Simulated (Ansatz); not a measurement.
GdO:

```
Gd O
1.0
     0.00000    2.70000    2.70000
     2.70000    0.00000    2.70000
     2.70000    2.70000    0.00000
Gd O
1 1
Direct
  0.00000 0.00000 0.00000
  0.75000 0.75000 0.75000
```

Base run:

| Quantity | Value |
| --- | --- |
| Program | Ansatz 0.2.0 |
| Functional | r2SCAN50 |
| Potentials or basis | Ansatz PAW |
| Cutoff | 500 eV (not typed: the program's choice for these potentials) |
| k mesh | 5 × 5 × 5 |
| Occupations | fermi-dirac, width 0.05 eV |
| Spin | collinear spin, ferromagnetic start |
| Starting moments | [7.0, 0.0] μB |

Its results: band gap on the k mesh 1.93 eV, indirect (least direct gap 4.17 eV); pressure -3.4 GPa; net moment 8.00 μB per cell; site moments Gd +7.06; O +0.05 μB.

**Question.** After a change of settings the same cell gave: band gap on the k mesh 0.58 eV, indirect (least direct gap 2.72 eV); pressure -2.8 GPa; net moment 8.00 μB per cell; site moments Gd +7.05; O +0.05 μB. Which change was it?
A. functional from r2SCAN50 to r2SCANh
B. functional from r2SCAN50 to HSEsol; cutoff from 500 eV (not typed: the program's choice for these potentials) to 420 eV (not typed: the program's choice for these potentials)
C. functional from r2SCAN50 to B3LYP; cutoff from 500 eV (not typed: the program's choice for these potentials) to 420 eV (not typed: the program's choice for these potentials)
D. functional from r2SCAN50 to r2SCAN0

**Answer.** D.

Caveats: the magnetic or orbital state may not be the lowest; odd divisions of the mesh miss points on the zone boundary, where band edges often lie, so the gap on the mesh can be too wide; spin-orbit coupling is left out, which moves the levels of the heavy elements; a cell with one magnetic atom can't hold antiferromagnetic order, which such compounds often take; the PAW data sets come from PBE, with cores solved anew for the run's functional, which leaves a small shift of forces and pressure; the thresholds are loose for stress.
